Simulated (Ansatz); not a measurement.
# GeH3F (fluorogermane) at wB97M-V/STO-3G

What is the electronic atomisation energy of GeH3F (fluorogermane) at wB97M-V/STO-3G? 

The results are computed with Ansatz 0.2.0.

59 further runs of the same task are left out: 11 that didn't finish, 48 set aside as unsound or not needed.

## 1. The structure to begin with

GeH3F has 5 atoms, charge 0, and is taken as a singlet. SMILES: `[F][GeH3]`. The coordinates come from a PBE0-D4/def2-TZVP relaxation.

Bond lengths: F1–Ge2 1.742 Å, Ge2–H3 1.533 Å, Ge2–H4 1.533 Å, Ge2–H5 1.533 Å. Angles: F1–Ge2–H3 106.2°, F1–Ge2–H4 106.2°, F1–Ge2–H5 106.3°, H3–Ge2–H4 112.5°, H3–Ge2–H5 112.5°, H4–Ge2–H5 112.5°.

## 2. The energy at wB97M-V/STO-3G

The input, in.yaml:

```yaml
crystal:
  periodic: [false, false, false]
  atoms:
    - {symbol: F, position_ang: [-1.046500, 0.474300, 1.162200]}
    - {symbol: Ge, position_ang: [0.068200, -0.041600, -0.072800]}
    - {symbol: H, position_ang: [1.331000, -0.512000, 0.658600]}
    - {symbol: H, position_ang: [-0.627800, -1.178000, -0.831200]}
    - {symbol: H, position_ang: [0.325100, 1.183600, -0.958100]}
basis:
  gaussian: {orbitals: STO-3G}
hamiltonian: {xc: {name: wB97M-V}}
accuracy: high
```

On the command line:

```console
$ ansatz run in.yaml --threads 1 --pin off --max-ram 2610MiB --events-out events.jsonl --progress --plain --runs-dir runs
```

Log:

```text
Warning: RAYON_NUM_THREADS=1 ignored (pool sized by the plan → 1); use --threads N
Functional definition: wB97M-V
  name "wB97M-V"
  parameter omega = 0.3/bohr
  parameter cx = 0.15
  parameter cx01 = 1.007
  parameter cx10 = 0.259
  parameter css00 = 0.443
  parameter css04 = -1.437
  parameter css10 = -4.535
  parameter css20 = -3.390
  parameter css43 = 4.278
  parameter cos00 = 1.000
  parameter cos10 = 1.358
  parameter cos20 = 2.924
  parameter cos21 = -8.812
  parameter cos60 = -1.390
  parameter cos61 = 9.142
  parameter b = 6.0
  parameter c = 0.01
  gx(w, u) = 1 - cx + cx01*u + cx10*w
  gss(w, u) = css00 + css04*u^4 + css10*w + css20*w^2 + css43*w^4*u^3
  gos(w, u) = cos00 + cos10*w + (cos20 + cos21*u)*w^2 + (cos60 + cos61*u)*w^6
  exchange = spin_sum(e_x_unif_sr(omega)*gx(b97_w, b97_u_x)) + cx*exact_x_sr(omega) + exact_x_lr(omega)
  correlation = spin_sum(e_c_pw_mod_same_spin*gss(b97_w, b97_u_same))
      + integral(e_c_pw_mod_opposite_spin*gos(b97_w_opposite, b97_u_opposite)) + vv10(b, c)
388 factors; integrals over basis functions are off by at most 2.2e-8 eV
127 factors; integrals over basis functions are off by at most 6.7e-10 eV
mean field evaluation 1: about -58593.0466 eV, gradient 1.7e1 eV
mean field evaluation 2: about -58594.2034 eV, gradient 1.0e1 eV
mean field evaluation 4: about -58594.5816 eV, gradient 2.2e-1 eV
mean field evaluation 8: about -58594.5563 eV, gradient 1.4e-3 eV
mean field evaluation 16: about -58594.5563 eV, gradient 4.8e-8 eV
mean field -58594.55625489 eV, -2153.3102255504 hartree, gradient 4.8e-8 eV, S^2 0.000000; 0 other end points of the search recorded, 0 dependent functions left out
reference -58594.55625709 eV, -2153.3102256315 hartree; 22, 22 occupied and 4, 4 virtual orbitals, 388 factors
Total energy: -58594.55625709 eV, -2153.3102256315 hartree
```

Run time: 19 s. Hardware: 1 thread of Arm Neoverse V1, shared host; peak memory 0.27 GiB.

## 3. The F atom

The input, job.yaml:

```yaml
crystal:
  periodic: [false, false, false]
  atoms:
    - {symbol: F, position_ang: [0.000000, 0.000000, 0.000000]}
basis:
  gaussian: {orbitals: STO-3G}
total_charge: 0
magnetization: {spin_polarized: true, initial_magnetization: 1}
hamiltonian: {xc: {name: wB97M-V}}
accuracy: high
```

Run the same way, it converges to -98.28239 Eh (log not shown).

## 4. The Ge atom

The input, input.yaml:

```yaml
crystal:
  periodic: [false, false, false]
  atoms:
    - {symbol: Ge, position_ang: [0.000000, 0.000000, 0.000000]}
basis:
  gaussian:
    orbitals: STO-3G
magnetization:
  spin_polarized: true
  initial_magnetization: 2
hamiltonian:
  xc: {name: wB97M-V}
accuracy: high
```

On the command line:

```console
$ ansatz run input.yaml --threads 1 --pin off --max-ram 2610MiB --events-out events.jsonl --progress --plain --runs-dir runs
```

Log, cut to the lines that bear on the results:

```text
Warning: RAYON_NUM_THREADS=1 ignored (pool sized by the plan → 1); use --threads N
[... 2 set-up lines as earlier in the session ...]
[...]
  gx(w, u) = 1 - cx + cx01*u + cx10*w
  gss(w, u) = css00 + css04*u^4 + css10*w + css20*w^2 + css43*w^4*u^3
  gos(w, u) = cos00 + cos10*w + (cos20 + cos21*u)*w^2 + (cos60 + cos61*u)*w^6
[...]
      + integral(e_c_pw_mod_opposite_spin*gos(b97_w_opposite, b97_u_opposite)) + vv10(b, c)
138 factors; integrals over basis functions are off by at most 4.5e-9 eV
52 factors; integrals over basis functions are off by at most 8.3e-10 eV
[...]
mean field -55863.24390578 eV, -2052.9363480706 hartree, gradient 6.2e-8 eV, S^2 2.205316; 7 other end points of the search recorded, 0 dependent functions left out
reference -55863.24390750 eV, -2052.9363481338 hartree; 17, 15 occupied and 1, 3 virtual orbitals, 138 factors
Total energy: -55863.24390750 eV, -2052.9363481338 hartree
```

It took 20 s on 1 thread of Arm Neoverse V1, shared host; peak memory 0.26 GiB.

## 5. The H atom

The input, run.yaml:

```yaml
crystal:
  periodic: [false, false, false]
  atoms:
    - {symbol: H, position_ang: [0.000000, 0.000000, 0.000000]}
basis:
  gaussian: {orbitals: STO-3G}
magnetization: {spin_polarized: true, initial_magnetization: 1}
hamiltonian: {xc: {name: wB97M-V}}
accuracy: high
```

On the command line:

```console
$ ansatz run run.yaml --threads 1 --pin off --max-ram 2610MiB --events-out events.jsonl --progress --plain --runs-dir runs
```

Log, cut to the lines that bear on the results:

```text
Warning: RAYON_NUM_THREADS=1 ignored (pool sized by the plan → 1); use --threads N
[... 2 set-up lines as earlier in the session ...]
[...]
  gx(w, u) = 1 - cx + cx01*u + cx10*w
  gss(w, u) = css00 + css04*u^4 + css10*w + css20*w^2 + css43*w^4*u^3
  gos(w, u) = cos00 + cos10*w + (cos20 + cos21*u)*w^2 + (cos60 + cos61*u)*w^6
[...]
      + integral(e_c_pw_mod_opposite_spin*gos(b97_w_opposite, b97_u_opposite)) + vv10(b, c)
1 factors; integrals over basis functions are off by at most 4.6e-10 eV
1 factors; integrals over basis functions are off by at most 2.9e-10 eV
[...]
mean field -12.42314868 eV, -0.4565422933 hartree, gradient 0.0e0 eV, S^2 0.750000; 0 other end points of the search recorded, 0 dependent functions left out
reference -12.42314998 eV, -0.4565423410 hartree; 1, 0 occupied and 0, 1 virtual orbitals, 1 factors
Total energy: -12.42314998 eV, -0.4565423410 hartree
```

It took 0.3 s on 1 thread of Arm Neoverse V1, shared host.

## 6. Outcome

Level: wB97M-V/STO-3G.

| quantity | value |
| --- | --- |
| molecule: total energy | -2153.31023 Eh |
| F atom: total energy | -98.28239 Eh |
| F atom: ⟨S²⟩ | 0.750 |
| Ge atom: total energy | -2052.93635 Eh |
| Ge atom: ⟨S²⟩ | 2.205 |
| H atom: total energy | -0.45654 Eh |
| H atom: ⟨S²⟩ | 0.750 |
| electronic atomisation energy | 19.643 eV |

Taking the molecule apart into free atoms costs 19.64 eV (1895 kJ/mol), before zero-point energy and without spin-orbit coupling. In a minimal basis such a difference can be off by several eV, whatever the method. ⟨S²⟩ (Ge atom) is 2.21 where a pure triplet has 2.00: the reference is spin-contaminated.
